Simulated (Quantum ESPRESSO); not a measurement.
MgTiF4:

```
CELL_PARAMETERS angstrom
3.60304 0.00000 0.00000
0.00000 3.60304 0.00000
0.00000 0.00000 5.11337
ATOMIC_POSITIONS crystal
Ti 0.50000 0.50000 0.00000
Mg 0.00000 0.00000 0.50000
F 0.00000 0.50000 0.25521
F 0.00000 0.50000 0.74479
F 0.50000 0.00000 0.74479
F 0.50000 0.00000 0.25521
```

The cell comes from a database or a generator and needn't be the stable form of this composition.

- Program: Quantum ESPRESSO 7.5
- Task: single point
- Functional: PBE
- Potentials or basis: SSSP 1.3 efficiency PBE
- Cutoff: 748 eV
- Density cutoff: 5987 eV
- k mesh: 7 × 7 × 5
- Occupations: fermi-dirac, width 0.05 eV
- Spin: no spin polarisation

On this cell: pressure -1.7 GPa; largest force 0.347 eV/Å; band gap on the k mesh none (metal or under the smearing width).

The same run follows on a disturbed copy (atoms moved at random, drawn with an rms of 0.05 Å):

```
CELL_PARAMETERS angstrom
3.60304 0.00000 0.00000
0.00000 3.60304 0.00000
0.00000 0.00000 5.11337
ATOMIC_POSITIONS crystal
Ti 0.49706 0.49721 0.99600
Mg 0.98882 0.00197 0.49739
F 0.01233 0.49629 0.25749
F 0.99815 0.50168 0.74751
F 0.50519 0.99941 0.74671
F 0.48557 0.99931 0.25268
```

Problem. What does the disturbed cell give?

Solution. The energy (extrapolated to zero smearing) moves by +6.8 meV/atom; pressure -1.4 GPa; largest force 0.614 eV/Å; band gap on the k mesh none (metal or under the smearing width).

Forces in eV/Å, atoms in the order of the input:
```
Ti   0.125  0.041  0.297
Mg   0.097 -0.031 -0.035
F   -0.522  0.059  0.318
F    0.051 -0.027 -0.463
F   -0.124  0.014 -0.510
F    0.374 -0.057  0.393
```

Stress tensor (GPa, compression positive):
```
-3.15 -0.05 -0.12
-0.05 -2.84  0.06
-0.12  0.06  1.92
```

Caveats: semilocal functionals often make such compounds metallic where correlation or magnetic order opens a gap, which also shifts bond lengths.
